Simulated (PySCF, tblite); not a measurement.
# C42H48O12Si6: electronic excitations, NMR shifts, part 1 of 2

What do calculations give for the electronic excitations, NMR shifts of C42H48O12Si6 (`CO[Si@]1(c2ccccc2)O[Si@](OC)(c2ccccc2)O[Si@](OC)(c2ccccc2)O[Si@@](OC)(c2ccccc2)O[Si@](OC)(c2ccccc2)O[Si@@](OC)(c2ccccc2)O1`)?

Computed with tblite 0.8.0 and PySCF 2.14.0 and routines of our own; the level stands in each step. Atoms count from 0.

### Step 1. The starting structure

108 atoms, charge 0, multiplicity 1; geometry from: force field, distance geometry or constructed start.

### Step 2. Geometry optimisation with GFN2-xTB

Job settings and geometry (Å):

```
{"job": {"kind": "relax", "xc": "GFN2-xTB", "basis": "xTB"}, "charge": 0, "multiplicity": 1}
C      2.575600    -4.614000     0.057700
O      1.452900    -3.868300     0.520200
Si     1.134600    -2.389900    -0.146800
C      0.655100    -2.655800    -1.952400
C     -0.126200    -3.766800    -2.329800
C     -0.477300    -3.968000    -3.673800
C     -0.043400    -3.072400    -4.651500
C      0.737200    -1.974300    -4.286900
C      1.080900    -1.771900    -2.950500
O     -0.115700    -1.659000     0.634700
Si    -1.747000    -1.660800     0.779800
O     -2.226500    -1.181600     2.299800
C     -1.254800    -1.103900     3.333700
C     -2.397000    -3.408500     0.551300
C     -3.382000    -3.692200    -0.414000
C     -3.855500    -4.999600    -0.583100
C     -3.358700    -6.033800     0.199900
C     -2.393300    -5.774100     1.164100
C     -1.917800    -4.467200     1.346500
O     -2.449700    -0.706100    -0.352500
Si    -2.513100     0.872200    -0.811100
O     -1.888400     1.075000    -2.338600
C     -2.237500     0.146700    -3.341900
C     -4.328000     1.373400    -0.877700
C     -5.277500     0.771000    -0.039300
C     -6.626100     1.153500    -0.083200
C     -7.030100     2.158000    -0.962800
C     -6.101700     2.775300    -1.792500
C     -4.757800     2.391900    -1.753300
O     -1.796400     1.868000     0.278700
Si    -0.449100     2.790700     0.461500
O     -0.568400     4.187300    -0.427800
C     -1.677100     5.045000    -0.225300
C     -0.333500     3.266000     2.283200
C      0.619700     4.206900     2.715100
C      0.708800     4.562300     4.063900
C     -0.155000     3.989300     4.994800
C     -1.106500     3.065000     4.582500
C     -1.198000     2.700500     3.237600
O      0.897600     1.943800     0.087500
Si     2.468000     2.163700    -0.348900
O      2.992100     3.689900     0.036400
C      4.359900     4.026800    -0.124300
C      2.614900     1.955100    -2.220600
C      1.523500     2.230900    -3.069800
C      1.635200     2.062100    -4.458700
C      2.835500     1.619800    -5.014300
C      3.921900     1.351900    -4.188400
C      3.816300     1.517900    -2.807100
O      3.450400     1.045000     0.357300
Si     3.412800    -0.534200     0.850200
O      4.965700    -1.148100     0.855700
C      5.696000    -1.156200    -0.352600
C      2.823600    -0.626600     2.626600
C      2.423200     0.517000     3.344800
C      2.000700     0.430100     4.674000
C      1.985200    -0.811100     5.316800
C      2.384900    -1.941600     4.636000
C      2.806000    -1.861200     3.311600
O      2.472100    -1.441100    -0.135200
H      2.473400    -4.858800    -1.002100
H      2.611700    -5.553300     0.615800
H      3.512600    -4.079400     0.242600
H     -0.472500    -4.484900    -1.593100
H     -1.075100    -4.822900    -3.944400
H     -0.317200    -3.231800    -5.687400
H      1.075700    -1.271700    -5.046700
H      1.686900    -0.901100    -2.699000
H     -0.495800    -0.359400     3.087200
H     -0.787300    -2.081900     3.518300
H     -1.754800    -0.797600     4.253300
H     -3.787100    -2.913100    -1.045300
H     -4.608900    -5.204700    -1.337800
H     -3.728800    -7.043200     0.064300
H     -2.000500    -6.576500     1.779100
H     -1.149900    -4.296600     2.104500
H     -1.995200    -0.885400    -3.060100
H     -1.668800     0.388900    -4.243800
H     -3.305700     0.209800    -3.601500
H     -4.988900    -0.018800     0.663000
H     -7.344800     0.671800     0.567200
H     -8.079000     2.452300    -0.992700
H     -6.418000     3.556700    -2.470900
H     -4.055700     2.893000    -2.412000
H     -1.686900     5.470700     0.789400
H     -1.595200     5.884100    -0.926800
H     -2.623400     4.532800    -0.422900
H      1.297300     4.677200     2.009800
H      1.451600     5.290000     4.387000
H     -0.085000     4.269600     6.044400
H     -1.781900     2.621600     5.311700
H     -1.955300     1.976100     2.942800
H      4.994600     3.372200     0.473700
H      4.502500     5.046300     0.240600
H      4.657300     4.004400    -1.173100
H      0.575100     2.577500    -2.675300
H      0.780000     2.276600    -5.093100
H      2.916800     1.493500    -6.091400
H      4.858800     1.009400    -4.623900
H      4.690100     1.302800    -2.191800
H      6.641200    -1.694500    -0.177400
H      5.158600    -1.678800    -1.149300
H      5.947500    -0.138400    -0.662500
H      2.429300     1.506700     2.882900
H      1.694300     1.323700     5.209600
H      1.655300    -0.870400     6.352800
H      2.372800    -2.915600     5.138500
H      3.126300    -2.772500     2.805400
```

Started as:

```
$ OMP_NUM_THREADS=8 python large_run.py task.json out
```

The driver reads the jobs from task.json and runs them one after another.

What it wrote:

```text
step      E/eV     max force
  0   -4745.16894    1.342
  1   -4745.43224    0.840
  2   -4745.62448    0.619
  3   -4745.74812    0.548
  4   -4745.80171    0.306
  5   -4745.83938    0.278
  6   -4745.87888    0.310
  7   -4745.91146    0.292
  8   -4745.93122    0.205
  9   -4745.94198    0.144
 10   -4745.95109    0.147
 11   -4745.96234    0.186
 12   -4745.97613    0.180
 13   -4745.98891    0.146
 14   -4745.99785    0.123
 15   -4746.00426    0.128
 16   -4746.01017    0.116
 17   -4746.01633    0.114
 18   -4746.02234    0.105
 19   -4746.02806    0.103
 20   -4746.03419    0.103
 21   -4746.04094    0.114
 22   -4746.04729    0.128
 23   -4746.05257    0.119
 24   -4746.05728    0.091
 25   -4746.05968    0.079
 26   -4746.06507    0.071
 27   -4746.06678    0.070
 28   -4746.07081    0.067
 29   -4746.07348    0.062
 30   -4746.07639    0.064
 31   -4746.07944    0.076
 32   -4746.08236    0.064
 33   -4746.08488    0.061
 34   -4746.08769    0.090
 35   -4746.09150    0.115
 36   -4746.09593    0.112
 37   -4746.09964    0.076
 38   -4746.10241    0.078
 39   -4746.10529    0.085
 40   -4746.10911    0.115
 41   -4746.11375    0.110
 42   -4746.11822    0.077
 43   -4746.12210    0.083
 44   -4746.12602    0.115
 45   -4746.13061    0.118
 46   -4746.13558    0.115
 47   -4746.14071    0.102
 48   -4746.14645    0.128
 49   -4746.15302    0.142
 50   -4746.15934    0.109
 51   -4746.16407    0.075
 52   -4746.16727    0.065
 53   -4746.17013    0.089
 54   -4746.17313    0.080
 55   -4746.17556    0.068
 56   -4746.17718    0.059
 57   -4746.17846    0.051
 58   -4746.17987    0.059
 59   -4746.18156    0.051
 60   -4746.18334    0.055
 61   -4746.18509    0.059
 62   -4746.18674    0.078
 63   -4746.18820    0.068
 64   -4746.18951    0.052
 65   -4746.19091    0.052
 66   -4746.19258    0.067
 67   -4746.19444    0.088
 68   -4746.19612    0.077
 69   -4746.19746    0.045
 70   -4746.19872    0.049
 71   -4746.20024    0.063
 72   -4746.20214    0.073
 73   -4746.20435    0.073
 74   -4746.20684    0.098
 75   -4746.20969    0.111
 76   -4746.21274    0.089
 77   -4746.21559    0.089
 78   -4746.21791    0.068
 79   -4746.21975    0.061
 80   -4746.22139    0.061
 81   -4746.22298    0.053
 82   -4746.22452    0.054
 83   -4746.22609    0.058
 84   -4746.22771    0.062
 85   -4746.22928    0.056
 86   -4746.23057    0.050
 87   -4746.23187    0.054
 88   -4746.23311    0.050
 89   -4746.23420    0.053
 90   -4746.23504    0.039
 91   -4746.23574    0.032
 92   -4746.23643    0.035
 93   -4746.23721    0.039
 94   -4746.23803    0.040
 95   -4746.23884    0.039
 96   -4746.23965    0.045
 97   -4746.24046    0.043
 98   -4746.24123    0.041
 99   -4746.24191    0.029
100   -4746.24255    0.049
101   -4746.24325    0.055
102   -4746.24405    0.043
103   -4746.24487    0.044
104   -4746.24562    0.034
105   -4746.24630    0.038
106   -4746.24692    0.043
107   -4746.24754    0.041
108   -4746.24811    0.037
109   -4746.24869    0.038
110   -4746.24933    0.038
111   -4746.24998    0.043
112   -4746.25054    0.038
113   -4746.25101    0.029
114   -4746.25147    0.046
115   -4746.25197    0.053
116   -4746.25248    0.042
117   -4746.25297    0.033
118   -4746.25343    0.026
119   -4746.25392    0.047
120   -4746.25444    0.051
121   -4746.25495    0.034
122   -4746.25541    0.025
123   -4746.25585    0.032
124   -4746.25634    0.048
125   -4746.25694    0.046
126   -4746.25759    0.034
127   -4746.25816    0.027
128   -4746.25865    0.043
129   -4746.25914    0.047
130   -4746.25965    0.035
131   -4746.26017    0.033
132   -4746.26060    0.031
133   -4746.26098    0.026
134   -4746.26133    0.023
135   -4746.26169    0.025
136   -4746.26204    0.022
137   -4746.26236    0.024
138   -4746.26267    0.024
139   -4746.26300    0.024
140   -4746.26334    0.023
141   -4746.26367    0.024
142   -4746.26394    0.021
143   -4746.26418    0.020
```

Run time: 18 s. Hardware: 8 threads of Arm Neoverse V2, shared host; peak memory 0.21 GiB.

Along the way:

```
step  energy from step 0 (eV)  largest force (eV/Å)
   0                   0.0000                1.3412
   1                  -0.2633                0.8394
   2                  -0.4555                0.6187
   3                  -0.5792                0.5479
   4                  -0.6328                0.3067
   5                  -0.6704                0.2775
   6                  -0.7099                0.3104
   7                  -0.7425                0.2917
   8                  -0.7623                0.2049
  19                  -0.8591                0.1028
  31                  -0.9105                0.0754
  43                  -0.9532                0.0832
  55                  -1.0066                0.0683
  67                  -1.0255                0.0875
  79                  -1.0508                0.0616
  91                  -1.0668                0.0323
 103                  -1.0759                0.0443
 115                  -1.0830                0.0529
 127                  -1.0892                0.0273
 139                  -1.0941                0.0241
 140                  -1.0944                0.0232
 141                  -1.0947                0.0245
 142                  -1.0950                0.0215
 143                  -1.0952                0.0199
```

Close pairs (by a distance rule), those that changed most:

```csv
bond,before (Å),after (Å),change (Å)
Si10–O11,1.664,1.619,-0.046
Si50–O51,1.670,1.627,-0.043
Si20–O21,1.663,1.623,-0.040
Si20–O29,1.641,1.606,-0.035
Si2–O9,1.646,1.611,-0.035
O39–Si40,1.645,1.611,-0.033
Si40–O41,1.659,1.626,-0.033
O49–Si50,1.655,1.623,-0.032
```

The final coordinates are the input of the step that follows.

### Step 3. Electronic excitations: TDA PBE0/6-31G*

Job settings and geometry (Å):

```
{"job": {"kind": "uv", "basis": "6-31G*", "grid": 1, "kgrid": 0, "vcut": 1.5, "nstates": 5, "ntriplets": 0, "tda": true, "delta": [], "pop": true, "xc": "PBE0"}, "charge": 0, "multiplicity": 1}
C      2.506259    -4.418740     0.373467
O      1.381687    -3.594430     0.535007
Si     1.107435    -2.180200    -0.231637
C      0.621678    -2.384259    -2.045188
C     -0.372191    -3.297285    -2.394744
C     -0.769073    -3.458866    -3.710198
C     -0.172271    -2.709448    -4.710790
C      0.821808    -1.802353    -4.384915
C      1.211306    -1.641494    -3.066181
O     -0.025741    -1.502693     0.691456
Si    -1.643492    -1.556789     0.837920
O     -2.050734    -0.890128     2.255739
C     -1.385109    -1.030097     3.487253
C     -2.268542    -3.321869     0.594102
C     -3.335451    -3.611431    -0.255198
C     -3.754143    -4.913277    -0.465265
C     -3.112499    -5.958997     0.176615
C     -2.053422    -5.692500     1.028147
C     -1.640127    -4.388026     1.233917
O     -2.385193    -0.722785    -0.325096
Si    -2.438313     0.833339    -0.786083
O     -1.713628     1.001365    -2.228320
C     -1.936779     0.195761    -3.357865
C     -4.261735     1.327375    -0.817809
C     -5.202723     0.683687    -0.016937
C     -6.536331     1.051461    -0.042434
C     -6.958583     2.076525    -0.872675
C     -6.040416     2.726324    -1.680211
C     -4.708843     2.351593    -1.650206
O     -1.714803     1.811763     0.261889
Si    -0.316092     2.580755     0.543314
O     -0.249323     3.874776    -0.443046
C     -1.313676     4.749658    -0.722304
C     -0.304033     3.005479     2.380937
C      0.717926     3.808074     2.885917
C      0.774832     4.134093     4.229167
C     -0.193056     3.657249     5.099014
C     -1.215125     2.858106     4.614734
C     -1.269981     2.538044     3.268686
O      0.967935     1.681660     0.172084
Si     2.429029     2.022174    -0.415662
O      2.809436     3.507843     0.125517
C      4.066485     4.128598     0.035236
C      2.480070     1.814777    -2.292158
C      1.353601     2.071150    -3.072454
C      1.389484     1.913731    -4.447073
C      2.550885     1.489281    -5.071768
C      3.679414     1.226805    -4.313008
C      3.640640     1.391217    -2.939268
O      3.526625     1.015233     0.243123
Si     3.410598    -0.500870     0.811223
O      4.887144    -1.184195     0.798910
C      5.720878    -1.355963    -0.321776
C      2.821842    -0.543387     2.589463
C      2.367483     0.618583     3.205394
C      1.871465     0.596815     4.497166
C      1.816868    -0.596186     5.198104
C      2.260197    -1.763623     4.598437
C      2.756730    -1.734300     3.307713
O      2.470119    -1.307058    -0.239234
H      2.438435    -4.970129    -0.566715
H      2.524743    -5.122043     1.207080
H      3.422422    -3.824204     0.371449
H     -0.836962    -3.885381    -1.618305
H     -1.542849    -4.172408    -3.955557
H     -0.480817    -2.835177    -5.738770
H      1.295727    -1.217340    -5.160186
H      1.982959    -0.930350    -2.816651
H     -0.358498    -0.672436     3.411577
H     -1.375755    -2.075412     3.801951
H     -1.929519    -0.434864     4.220313
H     -3.827343    -2.794524    -0.760957
H     -4.579195    -5.115091    -1.133602
H     -3.435435    -6.977026     0.012714
H     -1.547230    -6.505718     1.528248
H     -0.800965    -4.184727     1.880876
H     -2.024765    -0.854535    -3.078083
H     -1.085619     0.319492    -4.026854
H     -2.856072     0.507324    -3.860882
H     -4.869004    -0.115385     0.627787
H     -7.250119     0.538312     0.586338
H     -7.998841     2.368078    -0.891564
H     -6.364114     3.524679    -2.333477
H     -3.995650     2.858081    -2.284882
H     -1.391035     5.509073     0.059162
H     -1.106106     5.231114    -1.678943
H     -2.256836     4.202086    -0.778089
H      1.472516     4.170801     2.204731
H      1.575553     4.757198     4.602090
H     -0.147082     3.904729     6.150617
H     -1.971074     2.484385     5.291025
H     -2.065037     1.916599     2.886840
H      4.856812     3.445035     0.349720
H      4.052207     5.001270     0.689084
H      4.258052     4.446142    -0.991758
H      0.443334     2.383191    -2.585746
H      0.507886     2.124849    -5.036050
H      2.576997     1.361981    -6.145300
H      4.589376     0.895286    -4.793682
H      4.520011     1.178575    -2.348510
H      6.575812    -1.953830    -0.003451
H      5.187528    -1.867081    -1.126018
H      6.065292    -0.385855    -0.684732
H      2.401474     1.549657     2.661036
H      1.524606     1.511917     4.952900
H      1.429217    -0.615845     6.206413
H      2.220074    -2.698333     5.139065
H      3.105705    -2.643925     2.844378
```

With the program's defaults for keys left out, this is: TDA PBE0/6-31G*, vertical, gas phase, core orbitals frozen in the response, virtual orbitals cut by energy.

What it wrote:

```text
start: PBE on a coarse grid of 90229 points
cycle   1  E = -4264.9713902391  dE =  1.031e+01  |g| = 2.675e+00  |ddm| = 1.112e+01
cycle   2  E = -4261.8352726323  dE =  3.136e+00  |g| = 4.750e+00  |ddm| = 7.470e+00
cycle   3  E = -4266.3723208893  dE = -4.537e+00  |g| = 5.979e-01  |ddm| = 5.494e+00
cycle   4  E = -4266.4508225500  dE = -7.850e-02  |g| = 2.296e-01  |ddm| = 9.424e-01
cycle   5  E = -4266.4586519350  dE = -7.829e-03  |g| = 1.476e-01  |ddm| = 3.755e-01
cycle   6  E = -4266.4645330938  dE = -5.881e-03  |g| = 3.610e-02  |ddm| = 1.929e-01
cycle   7  E = -4266.4648596728  dE = -3.266e-04  |g| = 1.314e-02  |ddm| = 4.743e-02
cycle   8  E = -4266.4648984838  dE = -3.881e-05  |g| = 2.515e-03  |ddm| = 1.471e-02
final grid: 382463 points
cycle   9  E = -4266.1382121051  dE = -2.920e-02  |g| = 1.077e-01  |ddm| = 1.220e+00
cycle  10  E = -4266.1368990322  dE =  1.313e-03  |g| = 1.373e-01  |ddm| = 2.221e-01
cycle  11  E = -4266.1408106061  dE = -3.912e-03  |g| = 1.435e-02  |ddm| = 1.262e-01
cycle  12  E = -4266.1408466833  dE = -3.608e-05  |g| = 4.041e-03  |ddm| = 1.670e-02
cycle  13  E = -4266.1408500207  dE = -3.337e-06  |g| = 1.883e-03  |ddm| = 5.901e-03
cycle  14  E = -4266.1408500902  dE = -6.956e-08  |g| = 6.791e-04  |ddm| = 2.316e-03
cycle  15  E = -4266.1408510656  dE = -9.754e-07  |g| = 1.291e-04  |ddm| = 7.544e-04
cycle  16  E = -4266.1408467989  dE =  4.267e-06  |g| = 5.379e-05  |ddm| = 2.134e-04
converged SCF energy = -4266.1408467989

Static polarisability (au): isotropic 521.861, principal 484.123 521.225 560.236

Singlet excitations
state   eV       nm        f      main configurations
  1   5.5110    225.0   0.00491   H->L 0.15, H->L+2 0.09
  2   5.5467    223.5   0.00277   H-11->L 0.17, H-10->L+6 0.16, H->L+2 0.14
  3   5.5495    223.4   0.00237   H-9->L+7 0.12, H-1->L+1 0.11, H-7->L+1 0.08
  4   5.5677    222.7   0.00146   H-4->L+2 0.12, H-4->L+3 0.11
  5   5.5709    222.6   0.00533   H-1->L+5 0.22, H-2->L+10 0.12, H-1->L+3 0.09
```

Run time: 3.9 min. Hardware: 8 threads of Arm Neoverse V2, shared host; peak memory 8 GiB.

Frontier orbitals and where they lie:

```csv
orbital,eV,atoms
HOMO−4,-6.94,"C15 20 %, C18 20 %, C17 15 %"
HOMO−3,-6.93,"C13 11 %, C16 11 %, C3 7 %"
HOMO−2,-6.92,"C53 14 %, C56 13 %, C34 8 %"
HOMO−1,-6.82,"C55 22 %, C58 21 %, C54 15 %"
HOMO,-6.80,"C7 17 %, C4 16 %, C5 13 %"
LUMO,-0.26,"C46 22 %, C43 19 %, C48 11 %"
LUMO+1,-0.10,"C36 15 %, C33 13 %, C34 7 %"
LUMO+2,-0.09,"C6 12 %, C3 10 %, C16 7 %"
LUMO+3,-0.05,"C16 11 %, C13 9 %, C4 7 %"
```

With each of the 5 states as a Gaussian band of 0.4 eV half-width at 1/e, the curve within the window shown has maxima at 223 nm (ε 680) L/(mol cm). Beyond the last state computed it falls off for lack of states. The curve at chosen wavelengths:

nm, ε (L/mol/cm) and a bar:
```
      211        353 ##############
      213        433 ##################
      214        472 ####################
      216        544 ########################
      218        605 ##########################
      219        630 ############################
      221        665 #############################
      222        674 ##############################
      224        678 ##############################
      226        662 #############################
      227        647 ############################
      229        605 ##########################
      231        552 ########################
      232        522 ######################
      234        458 ###################
      236        393 ################
      237        362 ###############
      239        301 ############
      241        245 #########
      242        219 ########
      244        174 ######
      245        154 #####
      247        119 ###
      249         90 ##
      250         78 #
      252         58
```

Further results of this job:

```
           property  computed
  dipole moment (D)      1.81
polarisability (Å³)     77.33
 HOMO–LUMO gap (eV)      6.54
      −ε(HOMO) (eV)      6.80
```

(Continued in part 2 of 2.)
